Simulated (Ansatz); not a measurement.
# F4H3NTa: the cost of one run

All numbers below are computed with Ansatz 0.2.0 (UKS B3LYP/def2-SVP).

### Step 1. The starting structure

Bond lengths: Ta1–F2 2.180 Å, Ta1–F3 1.930 Å, Ta1–N4 2.160 Å, N4–H5 1.060 Å, N4–H6 1.060 Å, Ta1–F7 1.930 Å, Ta1–F8 1.930 Å. Angles: F2–Ta1–F3 90.0°, F2–Ta1–N4 90.0°, F2–Ta1–F7 120.0°, F2–Ta1–F8 120.0°, F3–Ta1–N4 180.0°, F3–Ta1–F7 90.0°, F3–Ta1–F8 90.0°, N4–Ta1–F7 90.0°, N4–Ta1–F8 90.0°, F7–Ta1–F8 120.0°, Ta1–N4–H5 120.0°, Ta1–N4–H6 120.0°, H5–N4–H6 120.0°.

Structure file:

```xyz
9

Ta    0.0000    0.0000    0.0000
F     2.1800    0.0000    0.0000
F     0.0000    0.0000    1.9300
N     0.0000    0.0000   -2.1600
H    -0.6116   -0.6845   -2.6900
H     0.6116    0.6845   -2.6900
F    -0.9650    1.6714    0.0000
F    -0.9650   -1.6714    0.0000
H     3.4000    0.0000    0.0000
```

### Step 2. A restrained relaxation towards end A

Springs on the bonds that form and break draw the guess towards this end; the thresholds are loose.

File input.yaml:

```yaml
crystal:
  periodic: [false, false, false]
  atoms:
    - { symbol: Ta, position_ang: [0.0, 0.0, 0.0] }
    - { symbol: F, position_ang: [2.18, 0.0, 0.0] }
    - { symbol: F, position_ang: [0.0, 0.0, 1.93] }
    - { symbol: "N", position_ang: [0.0, 0.0, -2.16] }
    - { symbol: H, position_ang: [-0.6116, -0.6845, -2.69] }
    - { symbol: H, position_ang: [0.6116, 0.6845, -2.69] }
    - { symbol: F, position_ang: [-0.965, 1.6714, 0.0] }
    - { symbol: F, position_ang: [-0.965, -1.6714, 0.0] }
    - { symbol: H, position_ang: [3.4, 0.0, 0.0] }
magnetization:
  spin_polarized: true
  initial_magnetization: 1
basis:
  gaussian: { orbitals: def2-SVP }
hamiltonian:
  xc: b3lyp
relax:
  f_tol: 0.15
  max_steps: 25
  restrain:
    - { distance: [1, 8], at: 2.12, k: 30.0 }
    - { distance: [0, 1], at: 1.93, k: 30.0 }
```

On the command line:

```sh
$ ansatz run input.yaml --threads 4 --pin off --max-ram 5120MiB --backend cpu --events-out ev --progress --plain --runs-dir out
```

**Question.** How long does this run take on 4 threads of Arm Neoverse V2, shared host, and how much memory does it need?

About 41 s, with a peak of 0.41 GiB.
